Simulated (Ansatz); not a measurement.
# C₂H₆GaS radical: up Jacob's ladder to CCSD(T)

One table from this session's results is given with a row withheld; the runs are named, their logs left out.

The runs use Ansatz 0.2.0, Gaussian basis; functionals in def2-TZVPP, the program's frozen cores in correlated methods.

Plan: LDA (SPW92), PBE-D4, revPBE-D4, BLYP-D4, r2SCAN-D4, B97M-V, PBE0-D4, B3LYP-D4, r2SCANh-D4, r2SCAN0-D4, HSE06-D4, BHLYP-D4, CAM-B3LYP-D4, LC-ωPBE, ωB97X-V, ωB97M-V, B2PLYP, PBE-QIDH; CCSD(T)/def2-SVP; CCSD(T)/def2-TZVPP; MP2/def2-QZVPP; extrapolation to the limit; RPA on PBE.

**The geometry**

The geometry comes from an earlier relaxation with PBE0-D4 in a triple-zeta def2 set; it is a stationary point, not always the lowest conformer.

SMILES `C[S][Ga][CH3]`, 10 atoms, charge 0, spin multiplicity 2.

Atoms are counted from 1 here; the program's logs count them from 0.

Bond lengths: C1–S2 1.822 Å, C1–H5 1.089 Å, C1–H6 1.089 Å, C1–H7 1.090 Å, S2–Ga3 2.226 Å, Ga3–C4 1.997 Å, C4–H8 1.089 Å, C4–H9 1.093 Å, C4–H10 1.093 Å. Angles: S2–C1–H5 111.5°, S2–C1–H6 111.5°, S2–C1–H7 106.9°, H5–C1–H6 109.7°, H5–C1–H7 108.6°, H6–C1–H7 108.6°, C1–S2–Ga3 102.6°, S2–Ga3–C4 118.0°, Ga3–C4–H8 111.7°, Ga3–C4–H9 108.7°, Ga3–C4–H10 108.8°, H8–C4–H9 109.4°, H8–C4–H10 109.4°, H9–C4–H10 108.8°.

Set-up of the first run:

in.yaml reads:

```yaml
crystal:
  periodic: [false, false, false]
  atoms:
    - {symbol: C, position_ang: [-0.589852, 1.411958, -0.833079]}
    - {symbol: S, position_ang: [0.964082, 1.873324, -0.001874]}
    - {symbol: Ga, position_ang: [1.568311, -0.025679, 0.989709]}
    - {symbol: C, position_ang: [0.387950, -1.619906, 0.759375]}
    - {symbol: H, position_ang: [-0.430193, 0.623914, -1.567804]}
    - {symbol: H, position_ang: [-1.347032, 1.097420, -0.116106]}
    - {symbol: H, position_ang: [-0.948974, 2.302224, -1.350392]}
    - {symbol: H, position_ang: [0.782658, -2.491579, 1.279139]}
    - {symbol: H, position_ang: [-0.604144, -1.381531, 1.151450]}
    - {symbol: H, position_ang: [0.300391, -1.841345, -0.307419]}
basis:
  gaussian: {orbitals: def2-TZVPP}
magnetization: {spin_polarized: true, initial_magnetization: 1}
hamiltonian: {xc: lda}
output: {orbitals: {seedname: orbitals}}
```

Run with:

```bash
$ ansatz run in.yaml --threads 2 --pin off --events-out ev --progress --plain --max-ram 32768MiB --backend cpu
```

Among the steps run: LDA; PBE-D4 (GGA); revPBE-D4 (GGA); BLYP-D4 (GGA); r2SCAN-D4 (meta-GGA); B97M-V (meta-GGA); PBE0-D4 (hybrid); B3LYP-D4 (hybrid); r2SCANh-D4 (hybrid); r2SCAN0-D4 (hybrid); HSE06-D4 (hybrid); BHLYP-D4 (hybrid); CAM-B3LYP-D4 (range-separated); LC-ωPBE (range-separated); ωB97X-V (range-separated); ωB97M-V (range-separated); B2PLYP (double hybrid); PBE-QIDH (double hybrid).

One of the session's tables, all rows but one given; the rest of the session is left out.

It belongs to the step «Orbital energies across the functionals». 

```
  functional  HOMO (eV)  LUMO (eV)  gap (eV)
 LDA (SPW92)      -4.54      -3.67      0.87
      PBE-D4      -4.48      -3.33      1.15
   revPBE-D4      -4.45      -3.19      1.26
     BLYP-D4      -4.29      -3.38      0.91
   r2SCAN-D4      -4.83      -2.97      1.86
      B97M-V      -4.59      -3.55      1.04
     PBE0-D4      -5.51      -2.44      3.07
    B3LYP-D4          ?          ?         ?
  r2SCANh-D4      -5.20      -2.67      2.53
  r2SCAN0-D4      -5.76      -2.23      3.53
    HSE06-D4      -5.12      -2.82      2.30
    BHLYP-D4      -6.35      -1.73      4.62
CAM-B3LYP-D4      -6.69      -1.65      5.05
     LC-ωPBE      -8.07      -0.22      7.85
     ωB97X-V      -7.59      -0.63      6.96
     ωB97M-V      -7.46      -0.81      6.65
```

Q: Estimate the row for B3LYP-D4 from the others.

Worked estimate for «HOMO (eV)». Against the share of exact exchange, BLYP-D4 (0, -4.29), BHLYP-D4 (0.5, -6.35) give a slope of -4.12 per unit share; at 0.2 the line stands at -5.11.

As computed: HOMO (eV): -5.26; LUMO (eV): -2.86; gap (eV): 2.40. In «HOMO (eV)» the line misses by +0.15.
